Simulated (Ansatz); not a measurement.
2 structures of ZnAg: a ranking of polymorphs by energy, run with Ansatz's Python interface.

Script `run_polymorphs.py`:
```python
import ansatz as az
import numpy as np
from tabulate import tabulate

PHASES = {
    "Pm-3m": (
        [(3.156, 0.0, 0.0), (0.0, 3.156, 0.0), (0.0, 0.0, 3.156)],
        [
            ("Zn", (0.5, 0.5, 0.5)),
            ("Ag", (0.0, 0.0, 0.0)),
        ],
    ),
    "Cmmm": (
        [(1.55083222, -2.29968166, 0.0), (1.55083222, 2.29968166, 0.0), (0.0, 0.0, 4.42916164)],
        [
            ("Zn", (0.5, 0.5, 0.5)),
            ("Ag", (0.0, 0.0, 0.0)),
        ],
    ),
}


def build(vectors, sites):
    crystal = az.Crystal(lattice=az.Lattice.of(vectors))
    for symbol, position in sites:
        crystal = crystal.atom(symbol, position)
    return crystal


def compute(name, crystal):
    calc = crystal.calculation()
    calc = calc.functional("pbesol").scf(tolerance=1e-09)
    calc = calc.basis(460)
    calc = calc.kpoints(spacing=0.15)
    calc = calc.occupations("fermi_dirac", width=0.05)
    calc = calc.stress()
    calc = calc.band_table()
    calc = calc.relax(force_tolerance=0.03, fix_cell=["shape"])
    return calc.run(threads=1)


def volume_per_atom(outcome):
    return abs(np.linalg.det(outcome.lattice.cell_ang)) / len(outcome.lattice.sites)


def pressure_gpa(outcome):
    return float(np.trace(outcome.report["stress_gpa"]) / 3)


def main() -> None:
    phases = {name: build(*cell) for name, cell in PHASES.items()}

    done = {}
    for name, crystal in phases.items():
        try:
            done[name] = compute(name, crystal)
        except az.NonConvergedError as error:
            print(name, "did not converge:", str(error)[:120])

    energy = {name: o.report["energy_sigma0_ev"] / len(o.lattice.sites) for name, o in done.items()}
    lowest = min(energy.values())
    rows = [(name, len(o.lattice.sites), 1000 * (energy[name] - lowest), volume_per_atom(o), pressure_gpa(o)) for name, o in done.items()]
    rows.sort(key=lambda row: row[2])
    print(tabulate(rows, headers=["phase", "atoms", "dE (meV/atom)", "V (A^3/atom)", "P (GPa)"], floatfmt=".4f", tablefmt="github"))
    print("lowest in energy:", rows[0][0])


if __name__ == "__main__":
    main()
```

Which of these structures comes out lowest, and how far apart are they?

By space group at the end of each run: Pm-3m (+0 meV an atom, 15.1 Å³) and Cmmm (+47 meV an atom, 15.4 Å³).

The run itself:

```console
$ python run_polymorphs.py
DeckWarning: relax.cell: scf.convergence.dr2_threshold = 1e-9 eV is looser than the 2e-10 eV advised for a relaxation that steers and ends on the stress (1e-10 eV for each atom of the cell: 2). What an SCF threshold leaves in a stress goes as its square root, [...]
| phase   |   atoms |   dE (meV/atom) |   V (A^3/atom) |   P (GPa) |
|---------|---------|-----------------|----------------|-----------|
| Pm-3m   |       2 |          0.0000 |        15.1350 |   -0.0121 |
| Cmmm    |       2 |         46.9647 |        15.4105 |   -0.0487 |
lowest in energy: Pm-3m
```
(Warnings from the package without file and line, shortened.)

Atoms and volume are relaxed with the cell's shape held, which in cells of lower than cubic symmetry can hide stresses and shift volumes. Pressure is positive in compression. The cells come from databases of deposited and of computed structures, and not all need be stable phases. The ranking holds among these structures alone, at zero temperature; the ground state may be another structure. Differences under 10 to 15 meV an atom lie within the error of mesh and functional. The whole script took 110 s on 1 thread of Arm Neoverse V1, with other jobs on the host, peak memory 0.67 GiB.
